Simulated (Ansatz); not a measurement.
**AlBrFH (SMILES [F][AlH][Br]): single points off equilibrium**

An exercise on one series of results from a longer session: the logs are not shown, and one member is left open.

The runs use Ansatz 0.2.0, Gaussian basis; single points in def2-TZVPP.

Correlated methods freeze the cores. Filled d shells of the heavier atoms are correlated. B3LYP uses VWN-RPA correlation.

## Starting geometry

SMILES `[F][AlH][Br]`, 4 atoms, charge 0, spin multiplicity 1.

Atoms are counted from 1 here; the program's logs count them from 0.

Bond lengths: F1–Al2 1.633 Å, Al2–Br3 2.280 Å, Al2–H4 1.636 Å. Angles: F1–Al2–Br3 120.8°, F1–Al2–H4 123.4°, Br3–Al2–H4 114.4°.

As a file:

```xyz
4
AlBrFH
F     0.7836   -0.8996    1.3976
Al    0.2136   -0.0409    0.1305
Br   -1.6344   -0.7337   -1.0106
H     0.6804    1.4907   -0.2034
```

The first run:

The input, run/in.yaml:

```yaml
crystal:
  periodic: [false, false, false]
  atoms:
    - {symbol: F, position_ang: [0.783600, -0.899600, 1.397600]}
    - {symbol: Al, position_ang: [0.213600, -0.040900, 0.130500]}
    - {symbol: Br, position_ang: [-1.634400, -0.733700, -1.010600]}
    - {symbol: H, position_ang: [0.680400, 1.490700, -0.203400]}
basis:
  gaussian: {orbitals: def2-TZVPP}
correlation: {method: ccsd_t}
output: {forces: true}
```

The command line of these runs was not kept.

Among the steps run: CCSD(T)/def2-TZVPP; PBE0-D4/def2-TZVPP; wB97M-V/def2-TZVPP; r2SCAN-D4/def2-TZVPP; PBE-D4/def2-TZVPP; B3LYP-D4/def2-TZVPP; BHLYP-D4/def2-TZVPP.

One of the session's tables, all rows but one given; the rest of the session is left out.

| method | RMS force component (eV/Å) | angle to CCSD(T) forces (°) | dipole (D) |
| --- | --- | --- | --- |
| CCSD(T) | 0.537 | reference | 1.13 |
| PBE0-D4 | 0.503 | 3.5 | 1.16 |
| wB97M-V | 0.587 | 2.7 | 1.17 |
| r2SCAN-D4 | 0.521 | 1.8 | 1.10 |
| PBE-D4 | 0.565 | 18.7 | 1.06 |
| B3LYP-D4 | 0.543 | 5.4 | 1.15 |
| BHLYP-D4 | ? | ? | ? |

Q: Estimate the row for BHLYP-D4 from the others.

As computed: RMS force component (eV/Å): 0.537; angle to CCSD(T) forces (°): 19.3; dipole (D): 1.24.

To keep in mind: The reference is not at the basis limit: in triple zeta CCSD(T) underbinds, which counts against methods that bind more; the gaps are no ranking.
